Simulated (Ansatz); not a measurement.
# ClH3S3Zr: shape, modes and thermochemistry

The task is to find a stationary geometry of ClH3S3Zr, check the end point by its vibrations and derive ideal-gas thermochemistry, and look at its orbitals and charge.

Method: RKS PBE0-D4/def2-TZVP; program: Ansatz 0.2.0, Gaussian basis.

Levels to be run: relaxation at PBE0-D4/def2-TZVP; harmonic vibrations at the same level; a single point in def2-TZVPP for the fields.

### 1 Where the work starts

SMILES `[SH][Zr]([SH])([SH])[Cl]`, 8 atoms, charge 0, spin multiplicity 1.

Atoms are counted from 1 here; the program's logs count them from 0.

Bond lengths: S1–Zr2 2.451 Å, S1–H6 1.340 Å, Zr2–S3 2.452 Å, Zr2–S4 2.447 Å, Zr2–Cl5 2.269 Å, S3–H7 1.341 Å, S4–H8 1.341 Å. Angles: Zr2–S1–H6 93.8°, S1–Zr2–S3 101.3°, S1–Zr2–S4 110.5°, S1–Zr2–Cl5 103.8°, S3–Zr2–S4 103.9°, S3–Zr2–Cl5 117.4°, S4–Zr2–Cl5 118.7°, Zr2–S3–H7 93.9°, Zr2–S4–H8 93.8°.

The start is a GFN2-xTB geometry. Zr takes the def2 core potential; no spin-orbit term is included.

### 2 Optimising with PBE0-D4/def2-TZVP

File in.yaml:

```yaml
crystal:
  periodic: [false, false, false]
  atoms:
    - {symbol: S, position_ang: [0.134780, 1.498160, 1.478890]}
    - {symbol: Zr, position_ang: [-0.433950, -0.397710, 0.032660]}
    - {symbol: S, position_ang: [0.379060, 0.395130, -2.140580]}
    - {symbol: S, position_ang: [1.000240, -2.315650, 0.532990]}
    - {symbol: Cl, position_ang: [-2.677400, -0.618920, 0.289950]}
    - {symbol: H, position_ang: [-1.142960, 1.772900, 1.772630]}
    - {symbol: H, position_ang: [0.768000, 1.586910, -1.663790]}
    - {symbol: H, position_ang: [1.972230, -1.920840, -0.302750]}
basis:
  gaussian: {orbitals: def2-TZVP}
hamiltonian: {xc: pbe0, dispersion: d4}
relax: {f_tol: 0.005, max_steps: 150}
```

Run with:

```sh
ansatz run in.yaml --threads 2 --pin off --events-out ev --progress --plain --max-ram 32768MiB --backend cuda --devices 0, --max-vram 18GiB
```

Further steps of the session: Vibrations by finite differences; A single point for the fields.

**Question.** What will the summary of the whole plan be? Wanted: point group; shift from the start; total energy; dispersion term; dipole moment; lowest, highest wavenumber; zero-point energy; HOMO, LUMO.

As calculated:

| quantity | value |
| --- | --- |
| point group | C1 |
| steps | 16 |
| shift from the start (rms) | 0.299 Å |
| total energy | -46350.4750 eV |
| dispersion term | -279 meV |
| dipole moment | 1.30 D |
| lowest, highest wavenumber | 82, 2682 cm⁻¹ |
| zero-point energy | 71.9 kJ/mol |
| entropy at 298.15 K | 433.5 J/(mol K) |
| HOMO, LUMO | -7.99, -2.45 eV |

**Reading.** The relaxed geometry lies 0.30 Å (rms) from the start; the bond that changed most is Zr2–Cl5, from 2.269 to 2.330 Å. All wavenumbers are real, so the end point is a minimum. The stiffest mode, 2682 cm⁻¹, is an S–H stretch, and 7 modes under 200 cm⁻¹ make the vibrational entropy uncertain. Harmonic hybrid wavenumbers usually lie a few per cent above measured fundamentals. The largest Mulliken charge, +1.08 e, sits on Zr2. The HOMO lies mostly on S1, S3 about 31 % each; S4 20 % and the LUMO on Zr2 66 %; Cl5 8 %.
